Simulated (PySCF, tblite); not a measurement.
# C₃HF₃O₂S: excited states, first hyperpolarisability

Wanted: excited states, first hyperpolarisability for C₃HF₃O₂S (`C#CS(=O)(=O)C(F)(F)F`).

Computed with tblite 0.8.0 and PySCF 2.14.0 and routines of our own; the level stands in each step. Atoms count from 0.

## (1) The starting structure

10 atoms, charge 0, multiplicity 1; geometry from: force field or distance geometry start.

## (2) Relaxing the molecule with GFN2-xTB

The job: settings as JSON, then the geometry in Å.

```
{"job": {"kind": "relax", "xc": "GFN2-xTB", "basis": "xTB"}, "charge": 0, "multiplicity": 1}
C     -2.407000    -0.101300     0.540400
C     -1.329200     0.288100     0.202200
S      0.318500     0.862500    -0.280500
O      0.489100     1.840900     0.771700
O     -0.032100     1.228200    -1.637400
C      1.357700    -0.607000    -0.146300
F      0.945300    -1.622500    -0.952200
F      2.664300    -0.346900    -0.481000
F      1.394800    -1.113000     1.125200
H     -3.392400    -0.424300     0.835400
```

Command:

```bash
> OMP_NUM_THREADS=1 python excited_run.py task.json out
```

One launch serves the whole session: the jobs run in the order shown.

What it wrote:

```text
step      E/eV     max force
  0    -880.29028    5.658
  1    -880.78604    3.425
  2    -880.72228    8.010
  3    -880.94806    1.072
  4    -880.97481    0.611
  5    -881.01311    0.435
  6    -881.03377    0.416
  7    -881.04117    0.390
  8    -881.04472    0.163
  9    -881.04695    0.133
 10    -881.05019    0.172
 11    -881.05219    0.172
 12    -881.05388    0.109
 13    -881.05486    0.091
 14    -881.05551    0.063
 15    -881.05598    0.065
 16    -881.05656    0.071
 17    -881.05741    0.094
 18    -881.05851    0.099
 19    -881.05951    0.083
 20    -881.06015    0.053
 21    -881.06051    0.056
 22    -881.06077    0.056
 23    -881.06103    0.048
 24    -881.06134    0.063
 25    -881.06177    0.074
 26    -881.06230    0.081
 27    -881.06281    0.060
 28    -881.06324    0.059
 29    -881.06369    0.060
 30    -881.06433    0.081
 31    -881.06524    0.115
 32    -881.06624    0.110
 33    -881.06704    0.072
 34    -881.06751    0.066
 35    -881.06776    0.050
 36    -881.06789    0.022
 37    -881.06792    0.010
```

It took 0.32 s on 1 thread of Arm Neoverse N1, shared host; peak memory 0.18 GiB.

Relaxation path: (not every step is listed) (the energy doesn't fall at every step)

| step | energy from step 0 (eV) | largest force (eV/Å) |
| --- | --- | --- |
| 0 | 0.0000 | 5.6576 |
| 1 | -0.4958 | 3.4251 |
| 2 | -0.4320 | 8.0096 |
| 3 | -0.6578 | 1.0719 |
| 4 | -0.6845 | 0.6109 |
| 5 | -0.7228 | 0.4345 |
| 6 | -0.7435 | 0.4163 |
| 7 | -0.7509 | 0.3901 |
| 8 | -0.7544 | 0.1634 |
| 10 | -0.7599 | 0.1719 |
| 12 | -0.7636 | 0.1092 |
| 14 | -0.7652 | 0.0635 |
| 16 | -0.7663 | 0.0713 |
| 18 | -0.7682 | 0.0993 |
| 20 | -0.7699 | 0.0532 |
| 22 | -0.7705 | 0.0561 |
| 24 | -0.7711 | 0.0633 |
| 26 | -0.7720 | 0.0815 |
| 28 | -0.7730 | 0.0593 |
| 30 | -0.7740 | 0.0814 |
| 32 | -0.7760 | 0.1099 |
| 33 | -0.7768 | 0.0719 |
| 34 | -0.7772 | 0.0658 |
| 35 | -0.7775 | 0.0495 |
| 36 | -0.7776 | 0.0217 |
| 37 | -0.7776 | 0.0099 |

Close pairs (by a distance rule), those that changed most:

| bond | before (Å) | after (Å) | change (Å) |
| --- | --- | --- | --- |
| S2–C5 | 1.805 | 1.891 | +0.086 |
| C1–S2 | 1.810 | 1.744 | -0.067 |
| C5–F7 | 1.374 | 1.322 | -0.051 |
| C5–F8 | 1.369 | 1.330 | -0.039 |
| C5–F6 | 1.360 | 1.330 | -0.030 |
| S2–O4 | 1.448 | 1.422 | -0.026 |
| S2–O3 | 1.447 | 1.422 | -0.025 |
| C0–H9 | 1.078 | 1.054 | -0.024 |

The end geometry stands in the next job.

## (3) Harmonic vibrations with GFN2-xTB

The job: settings as JSON, then the geometry in Å.

```
{"job": {"kind": "ir", "xc": "GFN2-xTB", "basis": "xTB"}, "charge": 0, "multiplicity": 1}
C     -2.352241    -0.191157     0.551312
C     -1.304206     0.277825     0.209555
S      0.226620     0.948075    -0.287816
O      0.682362     1.880939     0.684415
O      0.175937     1.296879    -1.665878
C      1.281826    -0.612685    -0.125137
F      0.798302    -1.564811    -0.918065
F      2.540411    -0.371601    -0.451808
F      1.233802    -1.054061     1.128614
H     -3.273929    -0.604750     0.852279
```

What it wrote:

```text
mode    cm-1     km/mol
  1      29.9      0.96
  2      73.1      2.10
  3     123.4      3.38
  4     126.6      2.88
  5     158.2      7.34
  6     276.2      0.39
  7     302.3      3.77
  8     319.9     12.77
  9     417.7     63.39
 10     430.2     22.19
 11     471.5      3.15
 12     476.5      0.24
 13     499.6    260.91
 14     641.8    104.08
 15     677.1     73.69
 16     689.2     37.90
 17     697.0    105.97
 18    1067.3    225.88
 19    1109.8    212.86
 20    1129.7    103.62
 21    1165.2    334.96
 22    1312.7    534.39
 23    2222.4     36.15
 24    3337.4     36.34
```

It took 0.43 s on 1 thread of Arm Neoverse N1, shared host; peak memory 0.18 GiB.

The strongest bands and the atoms that carry them (share of the mass-weighted mode):

| cm⁻¹ | km/mol | atoms |
| --- | --- | --- |
| 500 | 260.9 | S2 44 %, O4 17 %, O3 17 % |
| 642 | 104.1 | S2 25 %, C5 13 %, C0 12 %, F8 11 % |
| 697 | 106.0 | H9 70 %, C0 13 % |
| 1067 | 225.9 | C5 54 %, F6 11 %, F8 11 % |
| 1110 | 212.9 | C5 72 %, F8 14 %, F6 14 % |
| 1130 | 103.6 | C5 63 %, F7 15 % |
| 1165 | 335.0 | O4 27 %, O3 27 %, C5 19 %, S2 19 % |
| 1313 | 534.4 | S2 44 %, O3 28 %, O4 28 % |

## (4) Excited states: TDA LC-wPBE/def2-SVPD

Settings changed since step 3:

```diff
@@ -1,2 +1,2 @@
-{"job": {"kind": "ir", "xc": "GFN2-xTB", "basis": "xTB"}, "charge": 0, "multiplicity": 1}
+{"job": {"kind": "states", "xc": "LC-wPBE", "basis": "def2-SVPD", "tda": true, "soc": true, "nstates": 5, "ntriplets": 5, "nquad": 4}, "charge": 0, "multiplicity": 1}
 C     -2.352241    -0.191157     0.551312
```

Level: TDA LC-wPBE/def2-SVPD excited states, vertical, gas phase, spin-orbit mean-field couplings.

What it wrote:

```text
coarse grid: 10936 points
cycle   1  E = -961.3190787396  dE =  2.640e+00  |g| = 1.537e+00  |ddm| = 6.241e+00
cycle   2  E = -960.9697133507  dE =  3.494e-01  |g| = 2.185e+00  |ddm| = 3.822e+00
cycle   3  E = -961.7887199079  dE = -8.190e-01  |g| = 1.374e-01  |ddm| = 2.306e+00
cycle   4  E = -961.7912590655  dE = -2.539e-03  |g| = 9.016e-02  |ddm| = 3.312e-01
cycle   5  E = -961.7929326426  dE = -1.674e-03  |g| = 1.891e-02  |ddm| = 2.361e-01
cycle   6  E = -961.7930229978  dE = -9.036e-05  |g| = 5.595e-03  |ddm| = 5.223e-02
cycle   7  E = -961.7930311455  dE = -8.148e-06  |g| = 2.266e-03  |ddm| = 2.135e-02
final grid: 107976 points
cycle   8  E = -961.9520442550  dE = -5.081e-05  |g| = 1.200e-02  |ddm| = 1.051e-01
cycle   9  E = -961.9520438188  dE =  4.362e-07  |g| = 1.218e-02  |ddm| = 2.104e-02
cycle  10  E = -961.9520665613  dE = -2.274e-05  |g| = 7.255e-04  |ddm| = 1.001e-02
cycle  11  E = -961.9520666793  dE = -1.181e-07  |g| = 2.806e-04  |ddm| = 1.658e-03
cycle  12  E = -961.9520667032  dE = -2.382e-08  |g| = 1.298e-04  |ddm| = 6.712e-04
cycle  13  E = -961.9520667082  dE = -5.035e-09  |g| = 3.697e-05  |ddm| = 2.133e-04
cycle  14  E = -961.9520667094  dE = -1.223e-09  |g| = 1.701e-05  |ddm| = 1.362e-04
cycle  15  E = -961.9520667096  dE = -2.058e-10  |g| = 1.102e-05  |ddm| = 5.517e-05
converged SCF energy = -961.9520667096

Singlet excitations
state   eV       nm        f     d(h-e)  d(exc)  Lambda  PR(NTO)  |dmu|/D   mu/D   main configurations
  1   5.9894   207.0   0.00004   0.149   2.240   0.449   1.085    0.576    4.306   H->L 0.76
  2   6.5665   188.8   0.00085   0.152   2.166   0.709   2.012    0.509    4.341   H-2->L 0.48, H->L+1 0.36
  3   6.7952   182.5   0.00002   0.098   2.079   0.527   1.078    0.271    4.179   H-2->L+1 0.88
  4   7.4812   165.7   0.00959   1.075   2.810   0.496   1.029    3.153    1.930   H-1->L 0.89
  5   8.1100   152.9   0.01005   1.252   2.757   0.442   1.234                     H-3->L 0.57, H-4->L 0.15, H->L 0.12

Triplet excitations (Tamm-Dancoff)
state   eV     d(h-e)  d(exc)  Lambda  PR(NTO)   main configurations
  1   4.9209   0.082   1.986   0.684   1.862   H-2->L 0.54, H->L+1 0.23
  2   5.3532   0.112   2.107   0.455   1.403   H->L 0.61, H-2->L+1 0.14, H-4->L 0.09
  3   5.4905   0.076   2.039   0.689   1.860   H->L+1 0.46, H-2->L 0.31, H-4->L+1 0.09
  4   6.3575   0.082   2.087   0.513   1.405   H-2->L+1 0.75, H->L 0.15
  5   6.8685   0.964   2.696   0.500   1.034   H-1->L 0.86
S1 - T1 = 1.0684 eV

Spin-orbit couplings |<S|Hso|T>| (cm-1)
             T1       T2       T3       T4       T5
S0        1.414    6.914    1.269    7.824    5.521
S1        2.101    0.085   16.010    0.147    3.788
S2        0.298   26.651    0.060    9.860    7.288
S3        3.429    0.051   22.868    0.029    2.187
S4        2.568    2.540    2.969    3.413    8.556
S5        5.032    9.165    5.239    4.697   28.935
T1 sublevels (cm-1): 0.000 0.003 0.085   radiative rates (1/s): 0.24 0.195 0.0555
```

Wall time 85 s (1 thread of Arm Neoverse N1, shared host); peak memory 0.78 GiB.

From this job:

| quantity | value |
| --- | --- |
| S1 less T1 | 1.07 eV |

Orbitals, density, ELF and potential are computed afterwards from the orbital file.

Frontier orbitals at LC-wPBE/def2-SVPD, with the share of their density that lies nearest to each atom:

| orbital | energy (eV) | lies on |
| --- | --- | --- |
| HOMO | -12.32 | C0, C1 about 26 % each; O3, O4 about 22 % each |
| LUMO | 0.47 | C0, C1 about 25 % each; S2 17 %; H9 11 % |

ELF in a plane through or near 6 of the atoms.

Values, 10 rows by 14 columns:
```
0.00 0.00 0.00 0.00 0.00 0.00 0.00 0.00 0.00 0.00 0.00 0.00 0.00 0.00
0.00 0.00 0.00 0.00 0.00 0.00 0.00 0.00 0.00 0.00 0.00 0.00 0.00 0.00
0.00 0.00 0.00 0.00 0.00 0.01 0.01 0.00 0.00 0.00 0.00 0.00 0.00 0.00
0.00 0.00 0.00 0.21 0.13 0.13 0.10 0.01 0.19 0.36 0.51 0.84 0.00 0.00
0.00 0.00 0.03 0.68 0.78 0.20 0.37 0.04 0.75 0.64 0.96 1.00 0.37 0.00
0.00 0.00 0.01 0.50 0.84 0.32 0.90 0.80 0.45 0.84 0.62 0.54 0.02 0.00
0.00 0.00 0.00 0.03 0.04 0.10 0.17 0.22 0.66 0.72 0.44 0.05 0.00 0.00
0.00 0.00 0.00 0.00 0.00 0.04 0.22 0.26 0.02 0.13 0.03 0.00 0.00 0.00
0.00 0.00 0.00 0.00 0.00 0.00 0.01 0.01 0.00 0.00 0.00 0.00 0.00 0.00
0.00 0.00 0.00 0.00 0.00 0.00 0.00 0.00 0.00 0.00 0.00 0.00 0.00 0.00
```
The map spans 11.9 Å across and 8.5 Å up, centred on the molecule. Atoms in the plane (x, y in Å): C0 (2.4, 0.2), C1 (1.3, -0.3), S2 (-0.3, -1.0), C5 (-1.3, 0.6), F7 (-2.6, 0.4), H9 (3.4, 0.7).

On the surface of density 0.002 e/bohr³ the electrostatic potential runs, from the 1st to the 99th percentile, from -1.09 V near O3 to 2.37 V near H9.

## (5) Excited states: TDDFT CAM-B3LYP/def2-SVPD

Settings changed since step 4:

```diff
@@ -1,2 +1,2 @@
-{"job": {"kind": "states", "xc": "LC-wPBE", "basis": "def2-SVPD", "tda": true, "soc": true, "nstates": 5, "ntriplets": 5, "nquad": 4}, "charge": 0, "multiplicity": 1}
+{"job": {"kind": "states", "xc": "CAM-B3LYP", "basis": "def2-SVPD", "tpa": true, "nstates": 6, "nquad": 5, "ntriplets": 0}, "charge": 0, "multiplicity": 1}
 C     -2.352241    -0.191157     0.551312
```

Method: TDDFT CAM-B3LYP/def2-SVPD excited states, vertical, gas phase, two-photon moments by quadratic response.

What it wrote:

```text
coarse grid: 10936 points
cycle   1  E = -961.6600275422  dE =  2.525e+00  |g| = 1.502e+00  |ddm| = 7.291e+00
cycle   2  E = -960.8619827781  dE =  7.980e-01  |g| = 2.643e+00  |ddm| = 4.176e+00
cycle   3  E = -962.0952636272  dE = -1.233e+00  |g| = 1.821e-01  |ddm| = 2.801e+00
cycle   4  E = -962.0983905130  dE = -3.127e-03  |g| = 1.391e-01  |ddm| = 3.961e-01
cycle   5  E = -962.1022604104  dE = -3.870e-03  |g| = 2.780e-02  |ddm| = 2.750e-01
cycle   6  E = -962.1024301416  dE = -1.697e-04  |g| = 9.709e-03  |ddm| = 6.267e-02
cycle   7  E = -962.1024516371  dE = -2.150e-05  |g| = 2.416e-03  |ddm| = 2.272e-02
cycle   8  E = -962.1024529582  dE = -1.321e-06  |g| = 6.335e-04  |ddm| = 5.235e-03
final grid: 107976 points
cycle   9  E = -962.2321299410  dE = -2.618e-05  |g| = 4.184e-03  |ddm| = 6.746e-02
cycle  10  E = -962.2321290128  dE =  9.282e-07  |g| = 4.952e-03  |ddm| = 9.294e-03
cycle  11  E = -962.2321328092  dE = -3.796e-06  |g| = 5.044e-04  |ddm| = 4.130e-03
cycle  12  E = -962.2321328513  dE = -4.210e-08  |g| = 2.210e-04  |ddm| = 9.855e-04
cycle  13  E = -962.2321328600  dE = -8.703e-09  |g| = 9.031e-05  |ddm| = 3.096e-04
cycle  14  E = -962.2321328618  dE = -1.833e-09  |g| = 1.823e-05  |ddm| = 1.792e-04
cycle  15  E = -962.2321328619  dE = -9.913e-11  |g| = 1.077e-05  |ddm| = 4.479e-05
converged SCF energy = -962.2321328619

Singlet excitations
state   eV       nm        f     d(h-e)  d(exc)  Lambda  PR(NTO)  |dmu|/D   mu/D   delta(TPA)   sigma/GM   main configurations
  1   5.8200   213.0   0.00003   0.158   2.372   0.458   1.032    0.526    4.210        0.09      0.001   H->L 0.86
  2   6.3939   193.9   0.00080   0.157   2.245   0.735   2.013    0.469    4.296        4.88      0.073   H-2->L 0.51, H->L+1 0.40
  3   6.6736   185.8   0.00002   0.103   2.144   0.534   1.071    0.221    4.144        0.07      0.001   H-2->L+1 0.93
  4   7.1389   173.7   0.00698   1.292   2.956   0.494   1.025    3.645    1.859        3.51      0.066   H-1->L 0.94
  5   7.6523   162.0   0.00949   1.438   2.908   0.443   1.155    3.759    0.335        0.40      0.009   H-3->L 0.76, H-4->L 0.09
  6   7.8345   158.3   0.00203   1.582   3.034   0.420   1.092                                            H-1->L+1 0.91
```

Wall time 75 s (1 thread of Arm Neoverse N1, shared host); peak memory 0.9 GiB.

## (6) First hyperpolarisability: quadratic response wB97X-D/def2-SVPD

Settings changed since step 5:

```diff
@@ -1,2 +1,2 @@
-{"job": {"kind": "states", "xc": "CAM-B3LYP", "basis": "def2-SVPD", "tpa": true, "nstates": 6, "nquad": 5, "ntriplets": 0}, "charge": 0, "multiplicity": 1}
+{"job": {"kind": "beta", "xc": "wB97X-D", "basis": "def2-SVPD", "wavelengths": [1550, 1064, 694.3]}, "charge": 0, "multiplicity": 1}
 C     -2.352241    -0.191157     0.551312
```

With the program's defaults for keys left out, this is: quadratic response wB97X-D/def2-SVPD first hyperpolarisability, Taylor convention, gas phase.

What it wrote:

```text
coarse grid: 10936 points
cycle   1  E = -961.6363252189  dE =  2.538e+00  |g| = 1.515e+00  |ddm| = 6.496e+00
cycle   2  E = -961.0557634781  dE =  5.806e-01  |g| = 2.429e+00  |ddm| = 3.995e+00
cycle   3  E = -962.0860671706  dE = -1.030e+00  |g| = 1.604e-01  |ddm| = 2.583e+00
cycle   4  E = -962.0890414619  dE = -2.974e-03  |g| = 1.126e-01  |ddm| = 3.477e-01
cycle   5  E = -962.0916039799  dE = -2.563e-03  |g| = 1.999e-02  |ddm| = 2.276e-01
cycle   6  E = -962.0916921881  dE = -8.821e-05  |g| = 7.778e-03  |ddm| = 5.200e-02
cycle   7  E = -962.0917074143  dE = -1.523e-05  |g| = 2.250e-03  |ddm| = 2.081e-02
cycle   8  E = -962.0917088460  dE = -1.432e-06  |g| = 5.781e-04  |ddm| = 5.855e-03
final grid: 107976 points
cycle   9  E = -962.2135384079  dE = -1.367e-04  |g| = 8.072e-03  |ddm| = 1.613e-01
cycle  10  E = -962.2135403010  dE = -1.893e-06  |g| = 8.355e-03  |ddm| = 2.143e-02
cycle  11  E = -962.2135503888  dE = -1.009e-05  |g| = 9.142e-04  |ddm| = 7.343e-03
cycle  12  E = -962.2135505028  dE = -1.139e-07  |g| = 6.860e-04  |ddm| = 2.781e-03
cycle  13  E = -962.2135506029  dE = -1.001e-07  |g| = 2.047e-04  |ddm| = 1.323e-03
cycle  14  E = -962.2135506117  dE = -8.835e-09  |g| = 2.846e-05  |ddm| = 3.664e-04
cycle  15  E = -962.2135506121  dE = -3.777e-10  |g| = 1.022e-05  |ddm| = 1.109e-04
converged SCF energy = -962.2135506121

Lowest singlets (eV, f): 5.8557 0.0000  6.4315 0.0008  6.7241 0.0000

First hyperpolarisability (au)
process     nm      |vector|   parallel      HRS      DR
static         -      132.96     -53.42       48.9   8.586
shg       1550.0      137.83     -55.54      50.72   8.494
eope      1550.0      134.55     -54.11          -       -
shg       1064.0      143.66     -58.09       52.9    8.39
eope      1064.0      136.37      -54.9          -       -
shg        694.3      160.64     -65.58      59.26   8.125
eope       694.3      141.22     -57.01          -       -
```

Wall time 68 s (1 thread of Arm Neoverse N1, shared host); peak memory 0.9 GiB.

## (7) Outcome

| quantity | value |
| --- | --- |
| strongest single infrared mode (GFN2-xTB) | 1313 cm⁻¹, 534 km/mol |
| zero-point energy (GFN2-xTB) | 25.4 kcal/mol |
| S1 less T1 (step 4, TDA LC-wPBE/def2-SVPD) | 1.07 eV |
| potential on the surface of density 0.002 e/bohr³, 1st and 99th percentile | -1.09 V and 2.37 V |
| β vector (step 6, quadratic response wB97X-D/def2-SVPD) | static 133, SHG 1550.0 nm 138, SHG 1064.0 nm 144, SHG 694.3 nm 161 au |

What this shows: No mode is imaginary among the 24: a minimum at this level. The strongest single mode, at 1313 cm⁻¹, has its largest shares on S2, O3 and O4 (the list is cut at 3 atoms). GFN2-xTB is a fitted tight-binding method: band positions and strengths are rough. Its intensities can rank the bands wrongly. In step 4, the number of triplets below S1 is 3, and the largest singlet-triplet spin-orbit coupling is S5–T5, 28.93 cm⁻¹. β grows from 133 au (static) to 161 au for doubling at 694.3 nm: normal dispersion, which grows as twice the photon energy moves toward the bright states.
